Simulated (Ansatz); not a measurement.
**Palladium, bcc under r²SCAN: ground state and equation of state**

Aim: take palladium in the bcc structure, relax it, solve it on a dense k-mesh, switch on spin-orbit coupling, then scale the cell to 7 volumes from 88 to 112 % of the relaxed one and try a fit of the equation of state. The start is ferromagnetic. The k-meshes are 14×14×14 for the relaxation; 23×23×23 for the dense run; 14×14×14 for spin-orbit coupling; 16×16×16 for the volumes.

This is Pd in the bcc structure; at room conditions it is fcc.

Method: DFT r2SCAN, plane waves (500 eV) with PAW, scalar-relativistic; the PAW data stem from PBE, with regenerated cores, in Ansatz 0.2.0.

## (1) Starting point

It takes space group Im-3m (No. 229, cubic). The conventional cell has a = 3.087 Å, b = 3.087 Å, c = 3.087 Å, α = 90.00°, β = 90.00°, γ = 90.00°. Pd (site symmetry m-3m) is surrounded by 8 Pd at 2.67 Å.

Coordinates:

```xyz
1
Lattice="-1.5437 1.5437 1.5437 1.5437 -1.5437 1.5437 1.5437 1.5437 -1.5437" Properties=species:S:1:pos:R:3 pbc="T T T"
Pd    0.0000    0.0000    0.0000
```

Starting moments (μB): +0.5.

## (2) Relaxation of the cell

input.yaml reads:

```yaml
crystal:
  lattice:
    - [-1.543668153, 1.543668153, 1.543668153]
    - [1.543668153, -1.543668153, 1.543668153]
    - [1.543668153, 1.543668153, -1.543668153]
  atoms:
    - { symbol: Pd, position: [0.0, 0.0, 0.0], spin: 0.5 }
hamiltonian:
  xc: r2scan
  pseudopotentials:
    kind: paw
    azcp:
      Pd: "pseudopotentials/Pd.paw.azcp"
basis:
  ecutwfc: 500
  fft_grid_basis: typed
kpoints:
  mp_grid: { grid: [14, 14, 14], shift: [0, 0, 0] }
magnetization:
  spin_polarized: true
scf:
  occupations: { method: fermi_dirac, width: 0.05 }
relax:
  max_steps: 60
  f_tol: 0.01
  cell: {}
output:
  write_density: true
  write_potential: true
  elf: true
  volumetric_format: npy
```

Run with:

```bash
> ansatz run input.yaml --threads 1 --pin off --max-ram 3584MiB --backend cpu --events-out ev --progress --plain --runs-dir out
```

Further steps of the session: The energy on a finer k-mesh; A two-component run at the same geometry; At 88 % of the relaxed volume; At 92 % of the relaxed volume; At 96 % of the relaxed volume; At 100 % of the relaxed volume; At 104 % of the relaxed volume; At 108 % of the relaxed volume; At 112 % of the relaxed volume.

Q: Predict the outcome of this session. Wanted: space group; conventional cell; volume; shortest distance; gap on the mesh; magnetic state; V₀, B₀, B₀′.

**Answer**, as computed:

| quantity | value |
| --- | --- |
| space group (spins left aside) | Im-3m (No. 229) |
| conventional cell | a = 3.110 Å |
| volume | 15.047 Å³/atom |
| shortest distance | 2.694 Å |
| gap on the mesh | none (levels filled in part) |
| magnetic state | non-magnetic |
| V₀, B₀, B₀′ | 15.043 Å³/atom, 180 GPa, 5.5 |

What this shows: The relaxation enlarged the cell by 2.3 % in volume. The starting moments do not survive. Levels at the Fermi energy are filled in part, as in a metal. Totals with and without spin-orbit coupling (+7.3 eV/atom apart) can't be read as binding, since the two-component data shift the zero of energy. B₀ comes out at 180 GPa. The symmetry was held, so the structure may be unstable against distortions that break it.
